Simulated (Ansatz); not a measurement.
**Si2F6 (hexafluorodisilane): CAM-B3LYP/def2-SVP**

Aim: the electronic atomisation energy of Si2F6 (hexafluorodisilane) at CAM-B3LYP/def2-SVP, from 3 runs. 

Program for the calculation: Ansatz 0.2.0.

19 further runs of the same task are left out: 19 set aside as unsound or not needed. Runs told in other sessions of the task aren't counted.

## (1) The molecule

Si2F6 has 8 atoms, charge 0, and is taken as a singlet. SMILES: `F[Si](F)(F)[Si](F)(F)F`. The coordinates come from a PBE0-D4/def2-TZVP relaxation.

Bond lengths: F1–Si2 1.574 Å, Si2–F3 1.574 Å, Si2–F4 1.574 Å, Si2–Si5 2.330 Å, Si5–F6 1.574 Å, Si5–F7 1.574 Å, Si5–F8 1.574 Å. Some angles: F1–Si2–F3 108.3°, F1–Si2–F4 108.3°, F1–Si2–Si5 110.6°, F3–Si2–F4 108.3°, F3–Si2–Si5 110.6°, F4–Si2–Si5 110.6°, Si2–Si5–F6 110.6°, Si2–Si5–F7 110.6°, Si2–Si5–F8 110.6°, F6–Si5–F7 108.3°.

## (2) A single-point energy at CAM-B3LYP/def2-SVP

File molecule.yaml:

```yaml
crystal:
  periodic: [false, false, false]
  atoms:
    - {symbol: F, position_ang: [0.360870, -1.835490, 1.275760]}
    - {symbol: Si, position_ang: [0.788530, -0.848100, 0.126890]}
    - {symbol: F, position_ang: [0.934470, -1.673030, -1.205730]}
    - {symbol: F, position_ang: [2.195680, -0.244350, 0.491690]}
    - {symbol: Si, position_ang: [-0.788750, 0.847840, -0.127190]}
    - {symbol: F, position_ang: [-0.943620, 1.663720, 1.209990]}
    - {symbol: F, position_ang: [-0.353860, 1.843300, -1.266340]}
    - {symbol: F, position_ang: [-2.193320, 0.246130, -0.505090]}
basis:
  gaussian: {orbitals: def2-SVP}
hamiltonian: {xc: {name: CAM-B3LYP}}
accuracy: high
output: {orbitals: {seedname: orbitals}}
```

The run is started by

```
$ ansatz run molecule.yaml --threads 1 --pin off --max-ram 3480MiB --events-out events.jsonl --progress --plain --runs-dir runs
```

Standard output:

```text
Warning: RAYON_NUM_THREADS=1 ignored (pool sized by the plan → 1); use --threads N
Functional definition: CAM-B3LYP
  name "CAM-B3LYP"
  parameter alpha = 0.19
  parameter beta = 0.46
  parameter omega = 0.33/bohr
  parameter ac = 0.81
  exchange = (1 - alpha - beta)*b88_x + beta*b88_x_sr(omega) + alpha*exact_x + beta*exact_x_lr(omega)
  correlation = (1 - ac)*vwn5_c + ac*lyp_c
2388 factors; integrals over basis functions are off by at most 3.3e-9 eV
453 factors; integrals over basis functions are off by at most 1.7e-9 eV
mean field evaluation 1: about -32037.8293 eV, gradient 6.8e1 eV
mean field evaluation 2: about -32033.9357 eV, gradient 8.8e1 eV
mean field evaluation 4: about -32044.9768 eV, gradient 9.9e-1 eV
mean field evaluation 8: about -32045.1741 eV, gradient 4.4e-2 eV
mean field evaluation 16: about -32045.1742 eV, gradient 5.5e-6 eV
mean field -32045.17415217 eV, -1177.6384290932 hartree, gradient 1.4e-8 eV, S^2 0.000000; 0 other end points of the search recorded, 0 dependent functions left out
reference -32045.17417076 eV, -1177.6384297761 hartree; 41, 41 occupied and 79, 79 virtual orbitals, 2388 factors
Total energy: -32045.17417076 eV, -1177.6384297761 hartree
```

It took 9 s on 1 thread of Intel Xeon 6975P-C (Granite Rapids), shared host; peak memory 0.59 GiB.

## (3) The F atom, same level

File molecule.yaml:

```yaml
crystal:
  periodic: [false, false, false]
  atoms:
    - {symbol: F, position_ang: [0.000000, 0.000000, 0.000000]}
basis:
  gaussian:
    orbitals: def2-SVP
hamiltonian:
  xc: {name: CAM-B3LYP}
magnetization:
  spin_polarized: true
  initial_magnetization: 1
accuracy: high
```

Run the same way, it converges to -99.61656 Eh (log not shown).

## (4) The Si atom, same level

File input.yaml:

```yaml
basis:
  gaussian: {orbitals: def2-SVP}
crystal:
  periodic: [false, false, false]
  atoms:
    - {symbol: Si, position_ang: [0.000000, 0.000000, 0.000000]}
magnetization: {spin_polarized: true, initial_magnetization: 2}
hamiltonian: {xc: {name: CAM-B3LYP}}
accuracy: high
```

The run is started by

```
$ ansatz run input.yaml --threads 1 --pin off --max-ram 3480MiB --events-out events.jsonl --progress --plain --runs-dir runs
```

Standard output:

```text
Warning: RAYON_NUM_THREADS=1 ignored (pool sized by the plan → 1); use --threads N
[... 8 set-up lines as earlier in the session ...]
134 factors; integrals over basis functions are off by at most 2.5e-9 eV
77 factors; integrals over basis functions are off by at most 5.9e-10 eV
mean field evaluation 1: about -7871.6174 eV, gradient 1.9e0 eV
mean field evaluation 2: about -7871.6601 eV, gradient 4.9e-1 eV
mean field evaluation 4: about -7871.6647 eV, gradient 7.9e-2 eV
mean field evaluation 8: about -7871.6648 eV, gradient 3.3e-4 eV
mean field evaluation 16: about -7871.6648 eV, gradient 1.1e-8 eV
mean field -7871.66476322 eV, -289.2783444423 hartree, gradient 1.1e-8 eV, S^2 2.003001; 0 other end points of the search recorded, 0 dependent functions left out
reference -7871.66477382 eV, -289.2783448317 hartree; 8, 6 occupied and 10, 12 virtual orbitals, 134 factors
Total energy: -7871.66477382 eV, -289.2783448317 hartree
```

It took 0.38 s on 1 thread of Intel Xeon 6975P-C (Granite Rapids), shared host.

## (5) Outcome

At CAM-B3LYP/def2-SVP:

| quantity | value |
| --- | --- |
| molecule: total energy | -1177.63843 Eh |
| molecule: HOMO energy | -11.58 eV |
| molecule: LUMO energy | 0.68 eV |
| molecule: HOMO–LUMO gap | 12.26 eV |
| F atom: total energy | -99.61656 Eh |
| F atom: ⟨S²⟩ | 0.751 |
| Si atom: total energy | -289.27834 Eh |
| Si atom: ⟨S²⟩ | 2.003 |
| electronic atomisation energy | 37.617 eV |

In words: Taking the molecule apart into free atoms costs 37.62 eV (3629 kJ/mol), before zero-point energy and without spin-orbit coupling.
